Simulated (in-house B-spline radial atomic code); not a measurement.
# Pm⁷⁺: Hartree-Fock with and without relativity

How do the shells of Pm⁷⁺ move when the Schrödinger Hamiltonian gives way to Dirac's?

Program: in-house B-spline radial atomic code version 1. Level of theory: Hartree-Fock averaged over the configuration, non-relativistic (point nucleus) and Dirac-Coulomb (finite nucleus); spherical all-electron atom at the radial basis limit. These are calculated values, not measurements, unless marked.

### 1 Starting point

| Property | Result |
| --- | --- |
| element | promethium (Z = 61) |
| charge | +7 |
| electrons | 54 |
| configuration | [Kr] 4d10 4f3 5s2 5p3 |
| nucleus | point (non-relativistic run); Fermi, rms radius 4.962 fm (Dirac runs) |

Outer shells as boxes (Hund's rule):

[Kr] 4d10 4f3 5s2 5p3
```
[Kr] core
4d [↑↓][↑↓][↑↓][↑↓][↑↓]
4f [↑ ][↑ ][↑ ][  ][  ][  ][  ]
5s [↑↓]
5p [↑ ][↑ ][↑ ]
```

The boxes draw the filling by Hund's rule, which heavy ions in jj coupling don't follow; these runs average over all states of the configuration.

### 2 Non-relativistic run

The run's settings:

```ini
Z = 61
electrons = 54.0
configuration = [Kr] 4d10 4f3 5s2 5p3
hamiltonian = nr
method = hf
spin_polarised = False
```

### 3 Dirac-Coulomb run

The run's settings:

```ini
Z = 61
electrons = 54.0
configuration = [Kr] 4d10 4f3 5s2 5p3
hamiltonian = dirac
method = hf
spin_polarised = False
nucleus = fermi
rms_radius = 4.961999461404065
mass_number = 145
atomic_mass = 144.912755748
speed_of_light = 137.035999084
```

### 4 Dirac-Coulomb run in the lowest jj configuration, 1s2 2s2 2p6 3s2 3p6 3d10 4s2 4p6 4d10 4f-3 5s2 5p-2 5p+1

In configurations, a minus sign after the shell means j = l − 1/2 and a plus sign j = l + 1/2; the count of electrons follows.

Settings: those of step 3 with these lines changed.

```diff
@@ -2,3 +2,3 @@
 electrons = 54.0
-configuration = [Kr] 4d10 4f3 5s2 5p3
+configuration = 1s2 2s2 2p6 3s2 3p6 3d10 4s2 4p6 4d10 4f-3 5s2 5p-2 5p+1
 hamiltonian = dirac
```

Before running: How much does each shell's level and mean radius change with the Dirac Hamiltonian, and the total energy?

**Answer**, as computed:

Levels and radii; the Dirac values are averaged over j with the occupations as weights.

| shell | ε non-rel. (eV) | ε Dirac (eV) | <r> non-rel. (bohr) | <r> Dirac (bohr) | change of <r> (%) |
| --- | --- | --- | --- | --- | --- |
| 1s | -43122.1 | -45553.1 | 0.02488 | 0.02317 | -6.85 |
| 2s | -6988.20 | -7607.88 | 0.1061 | 0.09836 | -7.31 |
| 2p | -6622.70 | -6816.92 | 0.09023 | 0.08686 | -3.74 |
| 3s | -1648.46 | -1791.08 | 0.2748 | 0.2591 | -5.70 |
| 3p | -1486.34 | -1535.05 | 0.2649 | 0.2574 | -2.84 |
| 3d | -1188.37 | -1174.87 | 0.2365 | 0.2357 | -0.34 |
| 4s | -427.48 | -460.73 | 0.6198 | 0.5898 | -4.84 |
| 4p | -362.66 | -372.84 | 0.6370 | 0.6229 | -2.22 |
| 4d | -247.03 | -243.43 | 0.6759 | 0.6774 | +0.23 |
| 4f | -116.73 | -111.99 | 0.7914 | 0.8129 | +2.72 |
| 5s | -131.24 | -137.92 | 1.389 | 1.328 | -4.35 |
| 5p | -111.95 | -113.67 | 1.488 | 1.461 | -1.79 |

Relativity and the finite nucleus together change the total energy by -367.36 hartree (-3.8 %). First-order perturbation theory (mass-velocity plus Darwin) gives -327.02 hartree, which is 89 % of the full shift. 2s shrinks most on the average over j, by -7.31 %, while 4f expands by 2.72 %, being screened better by the contracted inner s and p shells. Spin-orbit coupling splits the 5p level by 4.778 eV and the 2p level by 561.85 eV. The lowest jj configuration lies 6.589 eV below the average over the whole configuration. Breit terms add 8.67 hartree and QED terms 5.79 hartree.
